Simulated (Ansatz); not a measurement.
# WC (Fm-3m): test of the smearing width from a Python script

How much does the smearing width move the energy of WC (Fm-3m)? The task is a test of the smearing width, for WC (Fm-3m).

All numbers are computed with Ansatz 0.2.0, driven from Python. Level of theory: DFT PBEsol+D4, plane waves, PAW.

**1. The system**

The structure is cubic, space group Fm-3m (No. 225). Conventional cell: a = 4.385 Å, b = 4.385 Å, c = 4.385 Å, α = 90.00°, β = 90.00°, γ = 90.00°. W (site symmetry m-3m) has 6 C at 2.19 Å as nearest neighbours. Around C (site symmetry m-3m) lie 6 W at 2.19 Å.

No structure file is read: the coordinates are typed or built in the script.

**2. The code**

The input, run_smear.py:

```python
"""How the energy of WC depends on the smearing."""

import logging
import sys

import ansatz as az
import matplotlib.pyplot as plt

logging.basicConfig(stream=sys.stdout, format="%(levelname)s:%(name)s:%(message)s")
logger = logging.getLogger("ansatz_job")
logger.setLevel(logging.INFO)

crystal = (
    az.Lattice.fcc(4.385368)
    .space_group(225)
    .atom("W", (0.0, 0.0, 0.0))
    .atom("C", (0.5, 0.0, 0.0))
    .primitive()
)

calc = (
    crystal.calculation()
    .functional("PBEsol", dispersion="d4")
    .basis(530)
    .accuracy("low")
    .kpoints(9, 9, 9, center="monkhorst-pack")
    .scf(tolerance=1e-06)
)

rows = []
for value in [0.5, 0.3, 0.2, 0.1]:
    r = calc.occupations("fermi_dirac", width=value).run(threads=1).report
    rows.append((value, r["free_energy_ev"] / len(r["lattice"]["sites"]), r["n_iterations"], r["n_kpoints"]))

logger.info("  width (eV)   F/atom (eV)    iterations      k-points")
for row in rows:
    logger.info(f"{str(row[0]):>12s}  {row[1]:12.5f}  {row[2]:12d}  {row[3]:12d}")

# differences from the last row
for row in rows[:-1]:
    shift = 1000 * (row[1] - rows[-1][1])
    logger.info(f"{row[0]}: {shift:+.2f} meV/atom" + ("  (within 5 meV)" if abs(shift) < 5 else ""))
plt.figure(figsize=(4.5, 3))
plt.plot([str(row[0]) for row in rows], [1000 * (row[1] - rows[-1][1]) for row in rows], "o-")
plt.xlabel("width (eV)")
plt.ylabel("F - F(last) (meV/atom)")
plt.tight_layout()
plt.savefig("smear.png", dpi=100)
```

**3. The input behind the calls**

The package turns the script's settings into the engine's input (first run):

```yaml
crystal:
  lattice:
    bravais: fcc
    a: 4.385368
  space_group: 225
  atoms:
    - { symbol: W, position: [0.0, 0.0, 0.0] }
    - { symbol: C, position: [0.5, 0.0, 0.0] }
  reduce_to_primitive: true
accuracy: low
basis:
  ecutwfc: 530.0
kpoints:
  mp_grid:
    grid: [9, 9, 9]
    shift: [0.0, 0.0, 0.0]
hamiltonian:
  xc: pbesol
  dispersion: d4
scf:
  convergence:
    dr2_threshold: 1.0e-06
  occupations:
    method: fermi_dirac
    width: 0.5
```

**4. Running it**

Started as:

```
$ python run_smear.py
```

The log of the run:

```text
INFO:ansatz_job:  width (eV)   F/atom (eV)    iterations      k-points
INFO:ansatz_job:         0.5   -5251.89723             6            35
INFO:ansatz_job:         0.3   -5251.75993             6            35
INFO:ansatz_job:         0.2   -5251.71609             6            35
INFO:ansatz_job:         0.1   -5251.68763             6            35
INFO:ansatz_job:0.5: -209.60 meV/atom
INFO:ansatz_job:0.3: -72.30 meV/atom
INFO:ansatz_job:0.2: -28.46 meV/atom
```

Run time: 6 s. Hardware: 1 thread of Intel Xeon at 2.60GHz (Ice Lake), shared host; peak memory 0.41 GiB.

**5. What changed from run to run**

The engine's inputs for the other runs:

Run 2, against run 1:

```diff
@@ -25 +25 @@
-    width: 0.5
+    width: 0.3
```

Run 3, against run 1:

```diff
@@ -25 +25 @@
-    width: 0.5
+    width: 0.2
```

Run 4, against run 1:

```diff
@@ -25 +25 @@
-    width: 0.5
+    width: 0.1
```

**6. The engine's runs**

The 4 runs, in the order started:

```
run  width (eV)  energy from run 4 (meV/atom)  the same at zero width (meV/atom)  SCF cycles  CPU time (s)
  1         0.5                       -209.60                              -7.53           6          0.97
  2         0.3                        -72.30                              -5.02           6          0.87
  3         0.2                        -28.46                              -3.32           6           1.1
  4         0.1                          0.00                               0.00           6           1.1
```

Energies are free energies F = E - TS of the smeared occupations. 

**7. Results**

```
                              quantity            value
                         runs compared                4
       last run but one, from the last  -28.46 meV/atom
within 5 meV/atom of the last run from   no earlier run
```

In words: Going from 0.1 to 0.5 eV changes F by -209.6 meV an atom. With this scheme F falls roughly as the square of the width; the report's estimate for zero width (energy_sigma0_ev) moves by only -7.5 meV. Caveats:
- Spin is left out of this run.
- The mesh is modest for a metal, so energies can be off by several to tens of meV an atom and pressures by half a GPa or more; differences at equal mesh fare better.
- The smearing is wide enough that free energy and stress hold a thermal part of the electrons.
- The narrowest width needs the finest mesh, so the last row is no converged reference.
- Spin-orbit coupling, which matters for elements this heavy, is left out.
- The structure comes from a database of computed cells and needn't be a stable or known phase.
